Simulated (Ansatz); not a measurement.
# CH6N2Si: the cost of one run

Computed with Ansatz 0.2.0, Gaussian basis. Level: the settings change from run to run.

## Step 1: The molecule

The structure was relaxed beforehand with PBE0-D4 in a triple-zeta def2 set.

SMILES `N=C(N)[SiH3]`, 10 atoms, charge 0, spin multiplicity 1.

Atoms are counted from 1 here; the program's logs count them from 0.

Bond lengths: N1–C2 1.276 Å, N1–H5 1.024 Å, C2–N3 1.368 Å, C2–Si4 1.898 Å, N3–H6 1.008 Å, N3–H7 1.004 Å, Si4–H8 1.483 Å, Si4–H9 1.492 Å, Si4–H10 1.480 Å. Angles: C2–N1–H5 112.6°, N1–C2–N3 127.1°, N1–C2–Si4 114.4°, N3–C2–Si4 118.4°, C2–N3–H6 119.4°, C2–N3–H7 119.7°, H6–N3–H7 116.4°, C2–Si4–H8 109.4°, C2–Si4–H9 109.5°, C2–Si4–H10 109.4°, H8–Si4–H9 108.6°, H8–Si4–H10 110.6°, H9–Si4–H10 109.4°.

Coordinates:

```
N    -1.34479    1.01456    0.06889
C    -0.21791    0.43741   -0.08809
N     0.89755    0.95453   -0.68822
Si   -0.17117   -1.36361    0.50776
H    -1.34865    1.97437   -0.28658
H     0.92897    1.93751   -0.90935
H     1.78270    0.49477   -0.57194
H    -0.96801   -2.20743   -0.41512
H     1.23825   -1.85327    0.50260
H    -0.71384   -1.44004    1.88294
```

## Step 2: PBEsol/cc-pVTZ-DK

Options: a grid of angular degree 23, high accuracy, the search for lower states set to off.

in.yaml reads:

```yaml
crystal:
  periodic: [false, false, false]
  atoms:
    - {symbol: N, position_ang: [-1.344786, 1.014555, 0.068885]}
    - {symbol: C, position_ang: [-0.217909, 0.437415, -0.088088]}
    - {symbol: N, position_ang: [0.897547, 0.954526, -0.688219]}
    - {symbol: Si, position_ang: [-0.171175, -1.363612, 0.507763]}
    - {symbol: H, position_ang: [-1.348648, 1.974374, -0.286581]}
    - {symbol: H, position_ang: [0.928970, 1.937508, -0.909347]}
    - {symbol: H, position_ang: [1.782704, 0.494770, -0.571940]}
    - {symbol: H, position_ang: [-0.968007, -2.207428, -0.415115]}
    - {symbol: H, position_ang: [1.238245, -1.853269, 0.502603]}
    - {symbol: H, position_ang: [-0.713843, -1.440038, 1.882939]}
basis:
  gaussian: {orbitals: cc-pVTZ-DK, final_grid: {core_spheres: 8, valence_spheres: 7, degree: 23}}
hamiltonian: {xc: {name: PBEsol}}
accuracy: high
scf: {lower_state_search: off}
output: {forces: true}
```

On the command line:

```
ansatz run in.yaml --threads 2 --pin off --events-out ev --progress --plain --max-ram 4352MiB
```

What time and memory should one allow on 2 threads of Arm Neoverse N1, shared host?

About 25 s, with a peak of 0.85 GiB.
